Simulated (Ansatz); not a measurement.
# GaAs: a single-point run

Aim: a sound single-point run of GaAs. The structure is shown as the input types it.

Program: Ansatz 0.2.0. Level of theory: density functional or hybrid calculation with the settings of its input, plane waves (as first typed). These are calculated values, not measurements.

3 further runs of the same task are left out: 3 that didn't finish.

## (1) The structure to begin with

Symmetry: F-43m, No. 216, cubic system. Conventional cell: a = 5.666 Å, b = 5.666 Å, c = 5.666 Å, α = 90.00°, β = 90.00°, γ = 90.00°. Around Ga (site symmetry -43m) lie 4 As at 2.45 Å. Around As (site symmetry -43m) lie 4 Ga at 2.45 Å.

Coordinates:

```
CELL_PARAMETERS angstrom
0.00000 2.83309 2.83309
2.83309 0.00000 2.83309
2.83309 2.83309 0.00000
ATOMIC_POSITIONS crystal
Ga 0.00000 0.00000 0.00000
As 0.25000 0.25000 0.25000
```

## (2) The calculation

The input, input.yaml:

```yaml
crystal:
  lattice:
    - [0.0, 2.8330850957, 2.8330850957]
    - [2.8330850957, 0.0, 2.8330850957]
    - [2.8330850957, 2.8330850957, 0.0]
  atoms:
    - { symbol: Ga, position: [0.0, 0.0, 0.0] }
    - { symbol: As, position: [0.25, 0.25, 0.25] }
kpoints:
  mp_grid: { grid: [6, 6, 6] }
hamiltonian:
  xc: pbe
scf:
  occupations: { method: fixed }
  n_extra_bands: 4
  mixing: { beta: 0.005 }
  max_iter: 61
output:
  forces: true
  stress: true
  eigenvalues: true
```

Run with:

```console
$ ansatz run input.yaml --threads 4 --pin off --max-ram 3686MiB --backend cpu --events-out ev --progress --plain --runs-dir out
```

Q: Will this input give a usable result? If not, why, and what should change?

This run ends as converged. Convergence says nothing about whether the input makes sense.

Look at the input: scf.mixing.beta is 0.005. What could go wrong: mixing too weak. Here it converged all the same; such a setting changes the road, not the converged state.

The test: delete scf.mixing.beta (the default then holds).
